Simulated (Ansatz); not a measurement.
# C2H5BO2: basis-set convergence

One table from this session's results is given with a row withheld; the runs are named, their logs left out.

The runs use Ansatz 0.2.0, Gaussian basis; one geometry, several basis sets.

Plan: PBE0-D4/def2-SVP; ωB97M-V/def2-SVP; PBE0-D4/def2-QZVPP; ωB97M-V/def2-QZVPP; the functionals' def2-TZVPP values are taken from earlier runs.

## The relaxed structure

All runs share one geometry, relaxed beforehand with PBE0-D4 in a triple-zeta def2 set.

SMILES `B1COCO1`, 10 atoms, charge 0, spin multiplicity 1.

Atoms are counted from 1 here; the program's logs count them from 0.

Bond lengths: B1–C2 1.571 Å, B1–O5 1.350 Å, B1–H6 1.191 Å, C2–O3 1.432 Å, C2–H7 1.093 Å, C2–H8 1.102 Å, O3–C4 1.392 Å, C4–O5 1.424 Å, C4–H9 1.092 Å, C4–H10 1.100 Å. Angles: C2–B1–O5 107.3°, C2–B1–H6 131.8°, O5–B1–H6 120.9°, B1–C2–O3 101.8°, B1–C2–H7 115.7°, B1–C2–H8 112.5°, O3–C2–H7 108.5°, O3–C2–H8 111.1°, H7–C2–H8 107.1°, C2–O3–C4 108.4°, O3–C4–O5 108.4°, O3–C4–H9 109.3°, O3–C4–H10 111.9°, O5–C4–H9 109.4°, O5–C4–H10 107.4°, H9–C4–H10 110.2°, B1–O5–C4 109.1°.

The first run:

File in.yaml:

```yaml
crystal:
  periodic: [false, false, false]
  atoms:
    - {symbol: B, position_ang: [-1.068793, 0.155606, 0.498013]}
    - {symbol: C, position_ang: [-0.198385, -1.095677, 0.116125]}
    - {symbol: O, position_ang: [1.081921, -0.499998, -0.121320]}
    - {symbol: C, position_ang: [0.894215, 0.855162, -0.375969]}
    - {symbol: O, position_ang: [-0.340639, 1.255268, 0.210364]}
    - {symbol: H, position_ang: [-2.168935, 0.250290, 0.944456]}
    - {symbol: H, position_ang: [-0.088342, -1.852715, 0.896479]}
    - {symbol: H, position_ang: [-0.570042, -1.609552, -0.784887]}
    - {symbol: H, position_ang: [1.711260, 1.424409, 0.073221]}
    - {symbol: H, position_ang: [0.830940, 1.066007, -1.453382]}
basis:
  gaussian: {orbitals: def2-SVP}
hamiltonian: {xc: pbe0, dispersion: d4}
output: {orbitals: {seedname: orbitals}}
```

Command:

```console
> ansatz run in.yaml --threads 2 --pin off --events-out ev --progress --plain --max-ram 4352MiB
```

Among the steps run: PBE0-D4 in def2-SVP; ωB97M-V in def2-SVP; PBE0-D4 in def2-QZVPP; ωB97M-V in def2-QZVPP.

One of the session's tables, all rows but one given; the rest of the session is left out.

| functional | basis | HOMO (eV) | LUMO (eV) |
| --- | --- | --- | --- |
| PBE0-D4 | def2-SVP | -7.51 | -0.07 |
| PBE0-D4 | def2-TZVPP | -7.63 | -0.24 |
| PBE0-D4 | def2-QZVPP | -7.67 | -0.30 |
| ωB97M-V | def2-SVP | -9.91 | 2.02 |
| ωB97M-V | def2-TZVPP | -10.03 | 1.65 |
| ωB97M-V | def2-QZVPP | ? | ? |

**Question.** Estimate the row for ωB97M-V, def2-QZVPP.

**Answer.** HOMO (eV): -10.07; LUMO (eV): 1.40. In the column «HOMO (eV)» it is the lowest.
